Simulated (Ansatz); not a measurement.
# Co2PdO4 in Ansatz: further runs

Runs on Co2PdO4. Level: PBE. Tasks: single point.

Everything below comes from runs of Ansatz 0.2.0. Logs are shortened: lines on timing, memory, paths and dates and some standing lists are left out, and cuts for length are marked.

## 1. The cell of the first run

The cell holds a slab with vacuum, 7 atoms: a = 2.845 Å, b = 2.845 Å, c = 22.910 Å, α = 90.00°, β = 90.00°, γ = 120.00°.

## 2. Single point, PBE (the (0 0 1) slab of CoPdO2, cut from the database cell, not relaxed)

File input.yaml:

```yaml
crystal:
  lattice:
    - [2.8449990154, 0.0, 0.0]
    - [-1.4224995077, 2.4638414211, 0.0]
    - [0.0, 0.0, 22.909516]
  atoms:
    - { symbol: O, position: [0.0, 0.0, 0.3273748778] }
    - { symbol: Co, position: [0.3333333333, 0.6666666667, 0.3699230486] }
    - { symbol: O, position: [0.6666666667, 0.3333333333, 0.4124712194] }
    - { symbol: Pd, position: [0.6666666667, 0.3333333333, 0.5] }
    - { symbol: O, position: [0.6666666667, 0.3333333333, 0.5875287806] }
    - { symbol: Co, position: [0.0, 0.0, 0.6300769514] }
    - { symbol: O, position: [0.3333333333, 0.6666666667, 0.6726251222] }
hamiltonian:
  xc: pbe
  pseudopotentials: { kind: paw }
kpoints:
  mp_grid: { grid: [11, 11, 1] }
scf:
  occupations: { method: fermi_dirac, width: 0.05 }
output:
  forces: true
  eigenvalues: true
efield:
  axis: 3
  dipole_correction: true
  ramp_width: 0.04
```

Potentials or basis: Ansatz PAW.

On the command line:

```
$ ansatz run input.yaml --threads 4 --pin off --max-ram 11264MiB --backend cpu --events-out ev --progress --plain --runs-dir out
```

Standard output:

```text
Warning: RAYON_NUM_THREADS=4 ignored (pool sized by the plan → 4); use --threads N
Engine: ansatz 0.2.0, aarch64-unknown-linux-gnu
Pseudopotentials: kind: paw
Pseudopotential: O, paw, valence charge 6, recommended cutoff 420 eV (normal), O.paw.azcp
Pseudopotential: Co, paw, valence charge 17, recommended cutoff 420 eV (normal), Co.paw.azcp
Pseudopotential: Pd, paw, valence charge 18, recommended cutoff 420 eV (normal), Pd.paw.azcp
Functional definition: PBE
  parameter kappa = 0.804
  parameter beta = 0.06672455060314922
  exchange = pbe_x(kappa = kappa, mu = beta*pi^2/3)
  correlation = pbe_c(beta = beta)
Crystal: 7 atoms, lattice volume = 160.587 Å³
Basis set: ecut = 420 eV, 3173 PW (Γ), exchange–correlation on 40×40×320 points (8 copies of the dense FFT grid, shifted against one another)
Bands: 46, of which v1, the nominal top of the filled ones, is band 38 counted from 1 (37 counted from 0)
Symmetry: 6 space group operations
k-points: 16 of 121 (time reversal used)
Non-local potential: O, projectors of the file, l = 0: 2, l = 1: 2, l = 2: 1
Non-local potential: Co, projectors of the file, l = 0: 3, l = 1: 2, l = 2: 3, l = 3: 1
Non-local potential: Pd, projectors of the file, l = 0: 2, l = 1: 2, l = 2: 2, l = 3: 1
PAW form: soft (Blöchl's): semilocal exchange-correlation on the pseudo side does not see the compensation charge
PAW one-centre angular grid: O, 110 points (default); XC on 64 Gauss nodes
PAW one-centre angular grid: Co, 590 points (default); XC on 64 Gauss nodes
PAW one-centre angular grid: Pd, 590 points (default); XC on 64 Gauss nodes
Initial density: superposition of atomic densities (neutral atoms: chi_scale 0, normalization atom), corrected by the library's trained network
Initial wavefunctions: pseudopotential atomic-orbital guess
Functional: x = pbe(κ = 0.804, μ = 0.2195149727645171), c = pbe(β = 0.06672455060314922)
SCF iter   1: F=—  HF=-19490.914056 eV  |F-HF|=—  |Δ(HF+E_count)|=         —  Δρ=1.37e-2  dr2=2.89e-1  ethr=1.77e-3  p=0.000 e·Å  D=5.37e-14 V/Å  ΔV_dip=-0.00 eV  dr2_dipole=6.41e-7  V_vac-E_F(+/−)=7.77/7.77 eV  ⟨swp⟩=9.9  Hψ=3489  notcnv=0  defer=2
efield: sawtooth ramp at fractional position 0.9800 (placed from the atoms, in the widest stretch of the axis that holds none; the zero of the levels goes with the place), width 0.0400; the density the first Hamiltonian is built on has a dipole p = 0.000 e·Å; the dipole correction subtracts the counter field D = 5.37e-14 V/Å, which shifts the + side's vacuum level by -0.00 eV against the − side's; the planar-averaged density in the ramp window peaks in size at 4.8e-5 e/Å³
preconditioner: auto → LDOS  [metal: Δε(μ)=0.003 eV  Ē_g=9.395 eV  σ=0.050 eV  W_gap=0.02  n_scr=16 (ndim 8)  ℏωp=21.1 eV  f_vac=0.561  D(μ)=8.30/eV (n_scr^D=100)  β→1.0]
SCF iter   2: F=—  HF=-19490.911679 eV  |F-HF|=—  |Δ(HF+E_count)|=   2.38e-3  Δρ=1.19e-2  dr2=5.79e-2  ethr=3.81e-4  p=-0.000 e·Å  D=-6.48e-5 V/Å  ΔV_dip=0.00 eV  dr2_dipole=3.67e-4  V_vac-E_F(+/−)=7.75/7.74 eV  ⟨swp⟩=2.2  Hψ=956  notcnv=0  defer=33
SCF iter   3: F=—  HF=-19490.894274 eV  |F-HF|=—  |Δ(HF+E_count)|=   1.74e-2  Δρ=2.08e-3  dr2=9.01e-3  ethr=7.62e-5  p=0.000 e·Å  D=1.67e-6 V/Å  ΔV_dip=-0.00 eV  dr2_dipole=5.81e-6  V_vac-E_F(+/−)=7.76/7.76 eV  ⟨swp⟩=2.0  Hψ=822  notcnv=0  defer=33
SCF iter   4: F=—  HF=-19490.894592 eV  |F-HF|=—  |Δ(HF+E_count)|=   3.18e-4  Δρ=1.63e-3  dr2=4.33e-3  ethr=1.19e-5  p=0.000 e·Å  D=2.11e-5 V/Å  ΔV_dip=-0.00 eV  dr2_dipole=2.30e-6  V_vac-E_F(+/−)=7.75/7.75 eV  ⟨swp⟩=1.9  Hψ=920  notcnv=0  defer=33
SCF iter   5: F=—  HF=-19490.894481 eV  |F-HF|=—  |Δ(HF+E_count)|=   1.11e-4  Δρ=6.20e-4  dr2=6.59e-4  ethr=5.69e-6  p=0.000 e·Å  D=1.53e-5 V/Å  ΔV_dip=-0.00 eV  dr2_dipole=1.62e-6  V_vac-E_F(+/−)=7.73/7.73 eV  ⟨swp⟩=1.1  Hψ=704  notcnv=0  defer=33
SCF iter   6: F=—  HF=-19490.894704 eV  |F-HF|=—  |Δ(HF+E_count)|=   2.23e-4  Δρ=1.68e-4  dr2=1.03e-4  ethr=8.68e-7  p=0.000 e·Å  D=1.85e-5 V/Å  ΔV_dip=-0.00 eV  dr2_dipole=1.15e-7  V_vac-E_F(+/−)=7.72/7.72 eV  ⟨swp⟩=2.1  Hψ=908  notcnv=0  defer=33
SCF iter   7: F=—  HF=-19490.894705 eV  |F-HF|=—  |Δ(HF+E_count)|=   1.28e-6  Δρ=1.73e-4  dr2=3.98e-5  ethr=1.36e-7  p=0.000 e·Å  D=9.27e-6 V/Å  ΔV_dip=-0.00 eV  dr2_dipole=1.68e-8  V_vac-E_F(+/−)=7.72/7.72 eV  ⟨swp⟩=2.3  Hψ=982  notcnv=0  defer=33
SCF iter   8: F=—  HF=-19490.894773 eV  |F-HF|=—  |Δ(HF+E_count)|=   6.72e-5  Δρ=1.09e-4  dr2=1.44e-5  ethr=5.23e-8  p=0.000 e·Å  D=6.28e-6 V/Å  ΔV_dip=-0.00 eV  dr2_dipole=4.37e-9  V_vac-E_F(+/−)=7.72/7.72 eV  ⟨swp⟩=1.8  Hψ=816  notcnv=0  defer=33
SCF iter   9: F=—  HF=-19490.894774 eV  |F-HF|=—  |Δ(HF+E_count)|=   1.48e-6  Δρ=4.49e-5  dr2=3.34e-6  ethr=1.90e-8  p=0.000 e·Å  D=2.01e-6 V/Å  ΔV_dip=-0.00 eV  dr2_dipole=1.11e-11  V_vac-E_F(+/−)=7.72/7.72 eV  ⟨swp⟩=1.2  Hψ=747  notcnv=0  defer=33
SCF iter  10: F=—  HF=-19490.894774 eV  |F-HF|=—  |Δ(HF+E_count)|=   3.57e-7  Δρ=9.03e-6  dr2=2.55e-7  ethr=4.40e-9  p=0.000 e·Å  D=1.72e-6 V/Å  ΔV_dip=-0.00 eV  dr2_dipole=6.66e-9  V_vac-E_F(+/−)=7.72/7.72 eV  ⟨swp⟩=1.9  Hψ=849  notcnv=0  defer=33
SCF iter  11: F=-19490.894775 eV  HF=-19490.894775 eV  |F-HF|=9.29e-8  |Δ(HF+E_count)|=   2.90e-7  Δρ=3.83e-6  dr2=4.64e-8  ethr=1.32e-10  p=0.000 e·Å  D=6.38e-7 V/Å  ΔV_dip=-0.00 eV  dr2_dipole=4.17e-11  V_vac-E_F(+/−)=7.72/7.72 eV  ⟨swp⟩=14.0  Hψ=3316  notcnv=0
SCF 1 converged in 11 iterations: F = -19490.894775 eV  dr2 = 4.64e-8
SCF converged after 11 iterations
Free energy (F): -19490.894775 eV
Harris-Foulkes:  -19490.894775 eV  (|F-HF|=9.29e-8)
Internal energy: -19490.820659 eV  (E = F + TS)
E sigma→0 (E₀):  -19490.857717 eV
Entropy (-TS):   -0.074115 eV (-10.588 meV/atom)
Fermi energy:    0.962059 eV
Dipole field:    D = -0.000009 V/Å  (p = -0.000008 e·Å, saw-weighted, corrected)
Work function:   Φ+ = 7.7163 eV   Φ− = 7.7159 eV
Levels:          The Fermi level and band energies are counted from a zero that moves with the ramp; work functions are not
--- Per-component energies (eV) ---
  E_band       = -1760.257978
  E_kinetic    = 2105.416802
  E_local      = -110691.203757  (includes V_loc(G=0)·N_el)
  E_nonlocal   = 1312.332787
  E_hartree    = 53965.985945
  E_xc         = -776.673978
  E_vxc        = -991.895006  (∫ρ·V_xc dr)
  E_paw        = -7400.553470  (= ΣΔE_a)
  E_vpaw       = -1426.910901  (= ΣTr[D̂ρ^β])
  E_aug_tail   = 0.009559  (compensation charges beyond the density's cutoff)
  E_efield     = 0.000000  (sawtooth field / dipole correction)
  E_vefield    = 0.000000  (∫n·V_field dr)
  E_ewald      = 41993.865453
  E_smearing   = -0.074115  (= −TS)
  E_closure    = 0.000000  (closes the sum)
  Σ components = -19490.894775   (vs F -19490.894775, Δ=0.00e0)
--- Forces (eV/Å), atoms counted from 1 ---
  atom   1  O      0.00000000     0.00000000     1.30579734
  atom   2  Co     0.00000000     0.00000000    -1.42376386
  atom   3  O      0.00000000    -0.00000000     0.04236533
  atom   4  Pd    -0.00000000     0.00000000     0.00000474
  atom   5  O      0.00000000     0.00000000    -0.04235114
  atom   6  Co     0.00000000    -0.00000000     1.42375738
  atom   7  O     -0.00000000    -0.00000000    -1.30579061
  max |Σ_I F_I| component: 1.92e-5 eV/Å
--- Band table (eV; the first three rows and the last of 16) ---
  k-point 0: bands = ["-94.3057", "-94.3056", "-83.2537", "-57.5653", "-57.5653", "-57.5403", "-57.5403", "-57.5403", "-57.5403", "-49.3371", "-48.6867", "-48.6867", "-19.1426", "-19.0018", "-16.9084", "-16.8359", "-6.2909", "-5.2835", "-4.3657", "-4.3657", "-4.2886", "-4.2886", "-3.8056", "-2.1252", "-1.4410", "-1.3552", "-1.3552", "-1.3342", "-1.3342", "-0.8092", "-0.8092", "-0.2763", "-0.2763", "-0.2715", "-0.2715", "0.3281", "0.3281", "0.9215", "0.9940", "3.3813", "3.3813", "3.5021", "3.5021", "4.7312", "6.9403", "8.1443"]
  k-point 1: bands = ["-94.3051", "-94.3051", "-83.2520", "-57.5645", "-57.5644", "-57.5457", "-57.5457", "-57.5416", "-57.5416", "-49.3351", "-48.7039", "-48.6909", "-19.0563", "-18.9131", "-16.8924", "-16.8244", "-6.2464", "-5.2318", "-4.4660", "-4.4154", "-4.3191", "-4.2361", "-3.5838", "-1.9559", "-1.8190", "-1.5453", "-1.5053", "-1.3580", "-1.2545", "-1.2118", "-1.1145", "-0.3594", "-0.2785", "-0.0397", "0.0575", "0.2958", "0.4626", "0.9496", "1.0533", "3.1306", "3.2763", "3.3244", "3.4461", "4.8422", "7.3683", "8.3580"]
  k-point 2: bands = ["-94.3037", "-94.3037", "-83.2472", "-57.5624", "-57.5623", "-57.5602", "-57.5602", "-57.5451", "-57.5450", "-49.3295", "-48.7499", "-48.7024", "-18.8191", "-18.6682", "-16.8475", "-16.7922", "-6.1452", "-5.1955", "-4.6053", "-4.5643", "-4.2022", "-4.0996", "-3.1548", "-2.7778", "-2.4055", "-1.9091", "-1.6988", "-1.6758", "-1.2853", "-1.0112", "-0.7702", "-0.6169", "-0.3155", "0.1010", "0.2668", "0.4122", "0.6784", "0.9482", "1.0886", "2.6006", "2.8362", "3.2088", "3.3331", "5.0565", "8.4343", "8.9729"]
  k-point 15: bands = ["-94.2985", "-94.2985", "-83.2289", "-57.5941", "-57.5941", "-57.5808", "-57.5808", "-57.5537", "-57.5536", "-49.3080", "-48.8567", "-48.8155", "-17.8923", "-17.6977", "-16.5458", "-16.5458", "-5.6628", "-5.5074", "-5.3412", "-4.8318", "-4.5888", "-4.5266", "-3.8488", "-3.3528", "-2.6052", "-2.5586", "-2.2217", "-2.0887", "-1.6624", "-0.9645", "-0.8807", "-0.7208", "-0.0540", "-0.0370", "0.2024", "0.6134", "0.8588", "0.8907", "1.7514", "2.7683", "2.7861", "2.8141", "3.0935", "7.8234", "9.7223", "11.9427"]
```

Wall time 4 s (4 threads of Arm Neoverse V2, shared host); peak memory 0.48 GiB.

What came out:

| Quantity | Value |
| --- | --- |
| Free energy | -19490.8948 eV |
| Largest force | 1.424 eV/Å |
| Band gap on the k mesh | none (metal or under the smearing width) |
| Work function of the upper face | 7.72 eV |
| Work function of the lower face | 7.72 eV |
| Dipole across the slab | 0.000 e·Å |

Forces in eV/Å, atoms in the order of the input:
```
O    0.000  0.000  1.306
Co   0.000  0.000 -1.424
O    0.000  0.000  0.042
Pd   0.000  0.000  0.000
O    0.000  0.000 -0.042
Co   0.000  0.000  1.424
O    0.000  0.000 -1.306
```

Levels at points of the mesh, in eV from the Fermi level:
```tsv
k point	band 34	band 35	band 36	band 37	band 38	band 39	band 40	band 41	band 42	band 43
(0.00, 0.00, 0.00)	-1.23	-1.23	-0.63	-0.63	-0.04	0.03	2.42	2.42	2.54	2.54
```

Caveat: the run has no spin polarisation, though such a crystal can be magnetic; semilocal functionals often make such compounds metallic where correlation or magnetic order opens a gap, which also shifts bond lengths. Spin polarisation is off, so any magnetic state and its effect on volume and gap are missing.

## 3. Single point, PBE, collinear spin, ferromagnetic start (the (0 0 1) slab of CoPdO2, cut from the database cell, not relaxed)

input.yaml, as its differences from that of step 2:

```diff
@@ -7,3 +7,3 @@
     - { symbol: O, position: [0.0, 0.0, 0.3273748778] }
-    - { symbol: Co, position: [0.3333333333, 0.6666666667, 0.3699230486] }
+    - { symbol: Co, position: [0.3333333333, 0.6666666667, 0.3699230486], spin: 2.0 }
     - { symbol: O, position: [0.6666666667, 0.3333333333, 0.4124712194] }
@@ -11,3 +11,3 @@
     - { symbol: O, position: [0.6666666667, 0.3333333333, 0.5875287806] }
-    - { symbol: Co, position: [0.0, 0.0, 0.6300769514] }
+    - { symbol: Co, position: [0.0, 0.0, 0.6300769514], spin: 2.0 }
     - { symbol: O, position: [0.3333333333, 0.6666666667, 0.6726251222] }
@@ -16,2 +16,4 @@
   pseudopotentials: { kind: paw }
+magnetization:
+  spin_polarized: true
 kpoints:
```

Potentials or basis: Ansatz PAW.

On the command line:

```
$ ansatz run input.yaml --threads 4 --pin off --max-ram 11264MiB --backend cpu --events-out ev --progress --plain --runs-dir out
```

Wall time 16 s (4 threads of Arm Neoverse V2, shared host); peak memory 0.57 GiB.

The run converged. Its results:

- Free energy: -19490.9357 eV
- Largest force: 1.391 eV/Å
- Band gap on the k mesh: none (metal or under the smearing width)
- Net moment: -0.99 μB per cell
- Absolute moment: 1.02 μB per cell
- Site moments: O -0.06, -0.02; Co -0.36; Pd -0.01 μB
- Work function of the upper face: 7.66 eV
- Work function of the lower face: 7.66 eV
- Dipole across the slab: 0.000 e·Å

Forces in eV/Å, atoms in the order of the input:
```
O    0.000  0.000  1.267
Co   0.000  0.000 -1.391
O    0.000  0.000  0.046
Pd   0.000  0.000  0.000
O    0.000  0.000 -0.046
Co   0.000  0.000  1.391
O    0.000  0.000 -1.267
```

Levels at points of the mesh, in eV from the Fermi level:
Spin up:
```
           k point  band 36  band 37  band 38  band 39  band 40  band 41
(0.00, 0.00, 0.00)    -0.67    -0.67     0.17     0.25     2.43     2.43
```
Spin down:
```
           k point  band 36  band 37  band 38  band 39  band 40  band 41  band 42  band 43
(0.00, 0.00, 0.00)    -0.69    -0.69    -0.43    -0.37     2.23     2.23     2.36     2.36
```

Caveat: semilocal functionals often make such compounds metallic where correlation or magnetic order opens a gap, which also shifts bond lengths.

[end of part 1 of 2]
